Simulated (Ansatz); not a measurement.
# Si3Ge: the cost of one run

Program: Ansatz 0.2.0. Level of theory: DFT PBE, scalar-relativistic, plane waves, PAW, unless a step names another level. These are calculated values, not measurements.

1 further run of the same task is left out (it didn't finish).

## Step 1: Starting point

Symmetry: I-42d, No. 122, tetragonal system. Conventional cell: a = 5.532 Å, b = 5.532 Å, c = 11.067 Å, α = 90.00°, β = 90.00°, γ = 90.00°. Si (site symmetry -4) has 4 Si at 2.37 Å as nearest neighbours. Around Si (site symmetry 2) lie 2 Si at 2.37 Å and 2 Ge at 2.42 Å. Around Ge (site symmetry -4) lie 4 Si at 2.42 Å.

Structure file:

```
Si Ge
1.0
    -2.76618    2.76618    5.53357
     2.76618   -2.76618    5.53357
     2.76618    2.76618   -5.53357
Si Ge
6 2
Direct
  0.50000 0.50000 0.00000
  0.61682 0.62500 0.49182
  0.13318 0.12500 0.50818
  0.25000 0.75000 0.50000
  0.87500 0.38318 0.00818
  0.37500 0.86682 0.99182
  0.00000 0.00000 0.00000
  0.75000 0.25000 0.50000
```

It came out lowest among 34 distinct ends of the trial cells. At a tolerance of 0.02 Å it has space group I-42d (No. 122).

## Step 2: A stricter relaxation, on the response runs' mesh and smearing

Input file input.yaml:

```yaml
crystal:
  lattice:
    - [-2.7661776286, 2.7661776286, 5.5335693198]
    - [2.7661776286, -2.7661776286, 5.5335693198]
    - [2.7661776286, 2.7661776286, -5.5335693198]
  atoms:
    - { symbol: Si, position: [0.5, 0.5, 0.0] }
    - { symbol: Si, position: [0.6168206028, 0.625, 0.4918206028] }
    - { symbol: Si, position: [0.1331793972, 0.125, 0.5081793972] }
    - { symbol: Si, position: [0.25, 0.75, 0.5] }
    - { symbol: Si, position: [0.875, 0.3831793972, 0.0081793972] }
    - { symbol: Si, position: [0.375, 0.8668206028, 0.9918206028] }
    - { symbol: Ge, position: [0.0, 0.0, 0.0] }
    - { symbol: Ge, position: [0.75, 0.25, 0.5] }
basis:
  ecutwfc: 420
kpoints:
  mp_grid: { grid: [10, 10, 10] }
hamiltonian:
  xc: pbe
scf:
  occupations: { method: fixed }
output:
  forces: true
  stress: true
  eigenvalues: true
  write_density: true
  write_potential: true
  elf: true
  volumetric_format: npy
relax:
  adjacent_minimum: "off"
  f_tol: 0.001
  max_steps: 60
  cell: { stress_tol: 0.01 }
```

On the command line:

```
ansatz run input.yaml --threads 3 --pin off --max-ram 7680MiB --backend cpu --events-out ev --progress --plain --runs-dir out
```

What time and memory should one allow on 3 threads of Intel Xeon 6975P-C (Granite Rapids), shared host?

About 47 s, with a peak of 0.81 GiB.
